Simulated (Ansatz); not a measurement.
A first try at a cleavage or sliding curve of Mg, space group P6/mmm, using Ansatz 0.2.0 through its Python package.

The script, `mg.py`:
```python
import ansatz as az
import numpy as np

MESH = (6, 6, 3)

VECTORS = np.array([
    [3.0503, 0.0, 0.0],
    [-1.52515, 2.641637, 0.0],
    [0.0, 0.0, 3.044838],
])
SITES = [
    ("Mg", (0.0, 0.0, 0.0)),
]


def on_lattice(cell):
    crystal = az.Crystal(lattice=az.Lattice.of(cell))
    for symbol, position in SITES:
        crystal = crystal.atom(symbol, position)
    return crystal

block = on_lattice(VECTORS).supercell(1, 1, 2).resolved()
cell0 = np.array(block.lattice.vectors)
xyz = np.array([site.position for site in block.sites]) @ cell0
normal = np.cross(cell0[0], cell0[1])
area = np.linalg.norm(normal)
normal *= np.sign(normal @ cell0[2]) / area
energies = []
for amount in [0, 0.25, 0.5, 1.0, 2.0, 3.0]:
    cell = cell0.copy()
    cell[2] += amount * normal
    moved = az.Crystal(lattice=az.Lattice.of(cell))
    for site, fraction in zip(block.sites, xyz @ np.linalg.inv(cell)):
        moved = moved.atom(site.symbol, fraction)
    base = (
        moved.calculation()
        .functional(az.Functional.PBESOL)
        .pseudopotentials("paw")
        .basis(17 * az.Ha)
        .kpoints(*MESH)
    )
    energies.append(base.run().report["free_energy_ev"])
    print(f"gap {amount:4.2f} A: {(energies[-1] - energies[0]) / area * 16.02177:8.4f} J/m^2")
```

```console
$ python mg.py
Traceback (most recent call last):
  File "mg.py", line 42, in <module>
    energies.append(base.run().report["free_energy_ev"])
                    ~~~~~~~~^^
  ...
ansatz.RefusalError: YAML parse error: `scf.occupations.method` is required: fixed only where the cell keeps a band gap throughout the run, explicit beside scf.occupations.values (under evaluate: without them), else a smearing such as fermi_dirac (scf.occupations.width is optional; its entry in the input reference gives the default)
```
(Library frames cut from the traceback.)

Find the fault and give the corrected script.

The fault: the occupations aren't stated. Mended:

`mg.py`:
```python
import ansatz as az
import numpy as np

FILLING = "fermi_dirac"
SMEARING_WIDTH = 0.15
MESH = (6, 6, 3)

VECTORS = np.array([
    [3.0503, 0.0, 0.0],
    [-1.52515, 2.641637, 0.0],
    [0.0, 0.0, 3.044838],
])
SITES = [
    ("Mg", (0.0, 0.0, 0.0)),
]


def on_lattice(cell):
    crystal = az.Crystal(lattice=az.Lattice.of(cell))
    for symbol, position in SITES:
        crystal = crystal.atom(symbol, position)
    return crystal

block = on_lattice(VECTORS).supercell(1, 1, 2).resolved()
cell0 = np.array(block.lattice.vectors)
xyz = np.array([site.position for site in block.sites]) @ cell0
normal = np.cross(cell0[0], cell0[1])
area = np.linalg.norm(normal)
normal *= np.sign(normal @ cell0[2]) / area
energies = []
for amount in [0, 0.25, 0.5, 1.0, 2.0, 3.0]:
    cell = cell0.copy()
    cell[2] += amount * normal
    moved = az.Crystal(lattice=az.Lattice.of(cell))
    for site, fraction in zip(block.sites, xyz @ np.linalg.inv(cell)):
        moved = moved.atom(site.symbol, fraction)
    base = (
        moved.calculation()
        .functional(az.Functional.PBESOL)
        .pseudopotentials("paw")
        .basis(17 * az.Ha)
        .occupations(FILLING, width=SMEARING_WIDTH)
        .kpoints(*MESH)
    )
    energies.append(base.run().report["free_energy_ev"])
    print(f"gap {amount:4.2f} A: {(energies[-1] - energies[0]) / area * 16.02177:8.4f} J/m^2")
```

With that change:

```console
$ python mg.py
gap 0.00 A:   0.0000 J/m^2
gap 0.25 A:   0.0610 J/m^2
gap 0.50 A:   0.1995 J/m^2
gap 1.00 A:   0.4877 J/m^2
gap 2.00 A:   0.8000 J/m^2
gap 3.00 A:   0.8821 J/m^2
```

Caveats:
- For a metal this k-point mesh is coarse: on a finer one energies can move by several to tens of meV an atom and pressures by half a GPa or more, differences at one mesh by less.
- This isn't the structure that Mg takes at ambient conditions.
- Gaps and levels are Kohn-Sham values on a finite set of k-points.
- The atoms are held rigidly, so these energies lie above those of relaxed faces or faults.
- Hardware and time: 4.1 s on 1 thread of Intel(R) Xeon(R) Platinum 8259CL CPU @ 2.50GHz (Skylake/Cascade Lake) (shared host), peak memory 0.38 GiB.

(Lines on the test bed's own set-up are left out of the output.)
